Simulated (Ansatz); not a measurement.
# CaAl2Si2H4O10 (Lawsonite): the cost of one run

Computed with Ansatz 0.2.0 (DFT LDA, scalar-relativistic, plane waves, PAW, unless a step's input says otherwise).

2 further runs of the same task are left out: 2 set aside as unsound or not needed.

## Step 1: The system as given

The structure is orthorhombic, space group Cmcm (No. 63). The conventional cell has a = 5.745 Å, b = 8.726 Å, c = 12.986 Å, α = 90.00°, β = 90.00°, γ = 90.00°. Ca (site symmetry m2m) is surrounded by 6 O at 2.32 to 2.46 Å. Al (site symmetry -1) has 6 O at 1.86 to 1.91 Å in its first shell of neighbours. Si (site symmetry m) is surrounded by 4 O at 1.62 to 1.64 Å. H (site symmetry m) has 1 O at 0.99 Å in its first shell of neighbours. O (site symmetry m2m) has 2 Si at 1.64 Å and 1 Ca at 2.46 Å in its first shell of neighbours. Around O (site symmetry 1) lie 1 Si at 1.62 Å and 1 Al at 1.90 Å and 1 H at 2.10 Å and 1 Ca at 2.36 Å. O (site symmetry m) has 1 Si at 1.64 Å and 2 Al at 1.91 Å in its first shell of neighbours. Only part of the 10 independent sites is listed.

Coordinates:

```cif
data_structure
_symmetry_space_group_name_H-M 'Cmcm'
_symmetry_Int_Tables_number 63
_cell_length_a 5.7449
_cell_length_b 8.7258
_cell_length_c 12.9859
_cell_angle_alpha 90.000
_cell_angle_beta 90.000
_cell_angle_gamma 90.000
_cell_volume 650.98
loop_
_atom_site_label
_atom_site_type_symbol
_atom_site_symmetry_multiplicity
_atom_site_Wyckoff_symbol
_atom_site_fract_x
_atom_site_fract_y
_atom_site_fract_z
_atom_site_occupancy
Ca1 Ca 4 c 0.50000 0.83471 0.25000 1
Al1 Al 8 d 0.25000 0.25000 0.00000 1
Si1 Si 8 f 0.50000 0.48275 0.13260 1
H1 H 8 f 0.50000 0.15995 0.18487 1
H2 H 8 f 0.50000 0.02945 0.06614 1
O1 O 4 c 0.50000 0.55319 0.25000 1
O2 O 16 h 0.76704 0.88189 0.11575 1
O3 O 8 f 0.50000 0.64003 0.06349 1
O4 O 8 f 0.50000 0.14104 0.05425 1
O5 O 4 c 0.50000 0.10009 0.25000 1
```

It is the result of an earlier relaxation at this level (volume 8.57 Å³/atom; gap on the mesh: 5.38 eV).

## Step 2: A stricter relaxation

The response runs start from a cell at rest, found with their own mesh and filling of the bands.

input.yaml

```yaml
crystal:
  lattice:
    - [2.8724730334, -4.3629088123, 0.0]
    - [2.8724730334, 4.3629088123, 0.0]
    - [0.0, 0.0, 12.9859388024]
  atoms:
    - { symbol: Ca, position: [0.6652917548, 0.3347082452, 0.25] }
    - { symbol: Ca, position: [0.3347082452, 0.6652917548, 0.75] }
    - { symbol: Al, position: [0.0, 0.5, 0.0] }
    - { symbol: Al, position: [0.0, 0.5, 0.5] }
    - { symbol: Al, position: [0.5, 0.0, 0.0] }
    - { symbol: Al, position: [0.5, 0.0, 0.5] }
    - { symbol: Si, position: [0.0172506175, 0.9827493825, 0.1326033898] }
    - { symbol: Si, position: [0.9827493825, 0.0172506175, 0.6326033898] }
    - { symbol: Si, position: [0.9827493825, 0.0172506175, 0.8673966102] }
    - { symbol: Si, position: [0.0172506175, 0.9827493825, 0.3673966102] }
    - { symbol: H, position: [0.3400474779, 0.6599525221, 0.184874023] }
    - { symbol: H, position: [0.6599525221, 0.3400474779, 0.684874023] }
    - { symbol: H, position: [0.6599525221, 0.3400474779, 0.815125977] }
    - { symbol: H, position: [0.3400474779, 0.6599525221, 0.315125977] }
    - { symbol: H, position: [0.4705473241, 0.5294526759, 0.0661387427] }
    - { symbol: H, position: [0.5294526759, 0.4705473241, 0.5661387427] }
    - { symbol: H, position: [0.5294526759, 0.4705473241, 0.9338612573] }
    - { symbol: H, position: [0.4705473241, 0.5294526759, 0.4338612573] }
    - { symbol: O, position: [0.9468114017, 0.0531885983, 0.25] }
    - { symbol: O, position: [0.0531885983, 0.9468114017, 0.75] }
    - { symbol: O, position: [0.8851495169, 0.648935096, 0.1157545352] }
    - { symbol: O, position: [0.1148504831, 0.351064904, 0.6157545352] }
    - { symbol: O, position: [0.648935096, 0.8851495169, 0.8842454648] }
    - { symbol: O, position: [0.351064904, 0.1148504831, 0.3842454648] }
    - { symbol: O, position: [0.1148504831, 0.351064904, 0.8842454648] }
    - { symbol: O, position: [0.8851495169, 0.648935096, 0.3842454648] }
    - { symbol: O, position: [0.351064904, 0.1148504831, 0.1157545352] }
    - { symbol: O, position: [0.648935096, 0.8851495169, 0.6157545352] }
    - { symbol: O, position: [0.8599708215, 0.1400291785, 0.0634881682] }
    - { symbol: O, position: [0.1400291785, 0.8599708215, 0.5634881682] }
    - { symbol: O, position: [0.1400291785, 0.8599708215, 0.9365118318] }
    - { symbol: O, position: [0.8599708215, 0.1400291785, 0.4365118318] }
    - { symbol: O, position: [0.3589600233, 0.6410399767, 0.054248787] }
    - { symbol: O, position: [0.6410399767, 0.3589600233, 0.554248787] }
    - { symbol: O, position: [0.6410399767, 0.3589600233, 0.945751213] }
    - { symbol: O, position: [0.3589600233, 0.6410399767, 0.445751213] }
    - { symbol: O, position: [0.3999066814, 0.6000933186, 0.25] }
    - { symbol: O, position: [0.6000933186, 0.3999066814, 0.75] }
basis:
  ecutwfc: 420
kpoints:
  mp_grid: { grid: [6, 6, 2] }
hamiltonian:
  xc: lda
scf:
  occupations: { method: fixed }
output:
  forces: true
  stress: true
  eigenvalues: true
relax:
  adjacent_minimum: "off"
  f_tol: 0.001
  max_steps: 60
  cell: { stress_tol: 0.01 }
```

Command:

```bash
$ ansatz run input.yaml --threads 8 --pin off --max-ram 22528MiB --backend cpu --events-out ev --progress --plain --runs-dir out
```

Q: Estimate wall time and peak memory on 8 threads of Arm Neoverse V1, shared host.

About 2.1 min, with a peak of 2.3 GiB.
